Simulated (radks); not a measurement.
# Ionisation of Rh⁺: one atom, several choices of functional

How much does the choice of functional matter for taking an electron from Rh⁺? Both Rh⁺ ([Kr] 4d8) and Rh²⁺ ([Kr] 4d7) are run for each choice.

The numbers are computed with radks (a radial shooting solver on a logarithmic mesh, Libxc functionals) version 1 (scalar-relativistic Kohn-Sham, spin-polarised, spherical densities, finite nucleus; open shells are filled with parallel spins first), except any that are marked as measured or tabulated.

## Step 1: The atom as given

| Property | Result |
| --- | --- |
| element | rhodium (Z = 45) |
| charge | +1 |
| electrons | 44 |
| configuration | [Kr] 4d8 |
| ion | Rh²⁺, [Kr] 4d7 |
| choices | exchange-only LDA; LDA (Slater exchange, Perdew-Wang correlation); XLYP; Wu-Cohen GGA; PBE; TASK exchange with Perdew-Wang LDA correlation |

Outer shells as boxes (Hund's rule):

Rh⁺
```
[Kr] core
4d [↑↓][↑↓][↑↓][↑ ][↑ ]
```

Rh²⁺
```
[Kr] core
4d [↑↓][↑↓][↑ ][↑ ][↑ ]
```

## Step 2: exchange-only LDA: Rh⁺

The run's settings:

```text
Z 45
configuration [Kr] 4d8
relativity scalar-relativistic
functional lda,
spin polarised
nucleus finite rms 4.4945 fm
c 137.035999084
```

## Step 3: exchange-only LDA: Rh²⁺

Settings, as their differences from step 2:

```diff
@@ -1,3 +1,3 @@
 Z 45
-configuration [Kr] 4d8
+configuration [Kr] 4d7
 relativity scalar-relativistic
```

## Step 4: LDA (Slater exchange, Perdew-Wang correlation): Rh⁺

The run's settings:

```text
Z 45
configuration [Kr] 4d8
relativity scalar-relativistic
functional lda,pw
spin polarised
nucleus finite rms 4.4945 fm
c 137.035999084
```

## Step 5: LDA (Slater exchange, Perdew-Wang correlation): Rh²⁺

Settings, as their differences from step 4:

```diff
@@ -1,3 +1,3 @@
 Z 45
-configuration [Kr] 4d8
+configuration [Kr] 4d7
 relativity scalar-relativistic
```

## Step 6: XLYP: Rh⁺

The run's settings:

```text
Z 45
configuration [Kr] 4d8
relativity scalar-relativistic
functional xlyp
spin polarised
nucleus finite rms 4.4945 fm
c 137.035999084
```

## Step 7: XLYP: Rh²⁺

Settings, as their differences from step 6:

```diff
@@ -1,3 +1,3 @@
 Z 45
-configuration [Kr] 4d8
+configuration [Kr] 4d7
 relativity scalar-relativistic
```

## Step 8: Wu-Cohen GGA: Rh⁺

The run's settings:

```text
Z 45
configuration [Kr] 4d8
relativity scalar-relativistic
functional wc,pbe
spin polarised
nucleus finite rms 4.4945 fm
c 137.035999084
```

## Step 9: Wu-Cohen GGA: Rh²⁺

Settings, as their differences from step 8:

```diff
@@ -1,3 +1,3 @@
 Z 45
-configuration [Kr] 4d8
+configuration [Kr] 4d7
 relativity scalar-relativistic
```

## Step 10: PBE: Rh⁺

The run's settings:

```text
Z 45
configuration [Kr] 4d8
relativity scalar-relativistic
functional pbe,pbe
spin polarised
nucleus finite rms 4.4945 fm
c 137.035999084
```

## Step 11: PBE: Rh²⁺

Settings, as their differences from step 10:

```diff
@@ -1,3 +1,3 @@
 Z 45
-configuration [Kr] 4d8
+configuration [Kr] 4d7
 relativity scalar-relativistic
```

## Step 12: TASK exchange with Perdew-Wang LDA correlation: Rh⁺

The run's settings:

```text
Z 45
configuration [Kr] 4d8
relativity scalar-relativistic
functional task,pw
spin polarised
nucleus finite rms 4.4945 fm
c 137.035999084
```

## Step 13: TASK exchange with Perdew-Wang LDA correlation: Rh²⁺

Settings, as their differences from step 12:

```diff
@@ -1,3 +1,3 @@
 Z 45
-configuration [Kr] 4d8
+configuration [Kr] 4d7
 relativity scalar-relativistic
```

What does the calculation give? Wanted: for each run, functional; E(Rh⁺); Δ-SCF; −ε(HOMO); <r> HOMO; error.

The runs gave:

```tsv
functional	E(Rh⁺) (hartree)	Δ-SCF (eV)	−ε(HOMO) (eV)	<r> HOMO (bohr)	error (eV)
exchange-only LDA	-4774.97010	17.260	11.704	1.577	-0.82
LDA (Slater exchange, Perdew-Wang correlation)	-4779.15273	18.883	13.194	1.561	+0.80
XLYP	-4784.81713	18.535	12.869	1.571	+0.46
Wu-Cohen GGA	-4783.11031	18.533	12.865	1.555	+0.45
PBE	-4783.78095	18.521	12.852	1.559	+0.44
TASK exchange with Perdew-Wang LDA correlation	-4783.33419	17.798	12.183	1.519	-0.28
```

In words: The NIST Atomic Spectra Database lists 18.080 eV (semi-empirical). Nearest is TASK exchange with Perdew-Wang LDA correlation (-0.28 eV off), farthest exchange-only LDA (-0.82 eV). The ionisation energies span 1.62 eV, the total energies of Rh⁺ 268 eV: most of the change in the total cancels in the difference. Open shells are spherical and high-spin; term and fine-structure splittings are not resolved.
